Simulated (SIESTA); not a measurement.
Input of a SIESTA 5.4.2 run:

Contents of Al3Au.fdf:

```
SystemName                      Al3Au
SystemLabel                     Al3Au
NumberOfSpecies                 2
NumberOfAtoms                   4
%block ChemicalSpeciesLabel
  1  79 Au
  2  13 Al
%endblock ChemicalSpeciesLabel

LatticeConstant                 1.0 Ang
%block LatticeVectors
    -2.0253330000     2.0253330000     4.0566000000
     2.0253330000    -2.0253330000     4.0566000000
     2.0253330000     2.0253330000    -4.0566000000
%endblock LatticeVectors
AtomicCoordinatesFormat         Fractional
%block AtomicCoordinatesAndAtomicSpecies
     0.0000000000     0.0000000000     0.0000000000  1  Au
     0.5000000000     0.5000000000     0.0000000000  2  Al
     0.2500000000     0.7500000000     0.5000000000  2  Al
     0.7500000000     0.2500000000     0.5000000000  2  Al
%endblock AtomicCoordinatesAndAtomicSpecies

%block kgrid.MonkhorstPack
    7   0   0  0.0
    0   7   0  0.0
    0   0   7  0.0
%endblock kgrid.MonkhorstPack
XC.Functional                   GGA
XC.Authors                      PBEsol
PAO.BasisSize                   DZP
PAO.EnergyShift                 0.003 Ry
Mesh.Cutoff                     1200 Ry
OccupationFunction              FD
ElectronicTemperature           0.05 eV
MaxSCFIterations                120
SCF.MustConverge                false
SCF.Mixer.Method                Pulay
SCF.Mixer.Weight                0.25
SCF.Mixer.History               8
SCF.DM.Tolerance                5.0e-05
SCF.H.Tolerance                 1.0e-03 eV
WriteForces                     true
Charge.Mulliken                 end
MD.TypeOfRun                    Broyden
MD.Steps                        40
MD.MaxForceTol                  0.01 eV/Ang
MD.MaxDispl                     0.1 Ang
WriteCoorStep                   true
AtomCoorFormatOut               Fractional
MD.VariableCell                 true
MD.MaxStressTol                 0.05 GPa
%block PAO.Basis
  Au 5
  n=5 0 2
    2.662 0.000
  n=6 0 2
    6.968 0.000
  n=5 1 2
    3.170 0.000
  n=6 1 1
    6.968
  n=5 2 2
    5.436 0.000
%endblock PAO.Basis
```

Potentials or basis: PseudoDojo 0.4 standard (PBEsol files), DZP (energy shift 0.003 Ry; two zetas on semicore shells).

The run is started by

```console
$ siesta Al3Au.fdf > Al3Au.out 2>&1
```

Problem. Estimate the band gap on the k mesh.

Solution. None (metal or under the smearing width).

Problem. Predict the relaxed volume.

Solution. 16.19 Å³/atom.

Problem. Predict the relaxed cell.

Solution. a = 4.917 Å, b = 4.917 Å, c = 4.917 Å, α = 131.79°, β = 131.79°, γ = 70.56°.

Problem. Predict the space group after relaxing (to 0.05 Å).

Solution. I4/mmm (No. 139).

Final structure:
```
Au Al
1.0
    -2.00821    2.00818    4.01433
     2.00818   -2.00821    4.01433
     2.00819    2.00819   -4.01434
Au Al
1 3
Direct
  0.00000 0.00000 0.00000
  0.50000 0.50000 0.00000
  0.25000 0.75000 0.50000
  0.75000 0.25000 0.50000
```

Caveat: short orbitals over semicore shells can move pressures by several GPa; the basis of atomic orbitals isn't converged, which shifts pressures, moduli and gaps. The run has no spin-orbit coupling, so splittings on Au are missing.
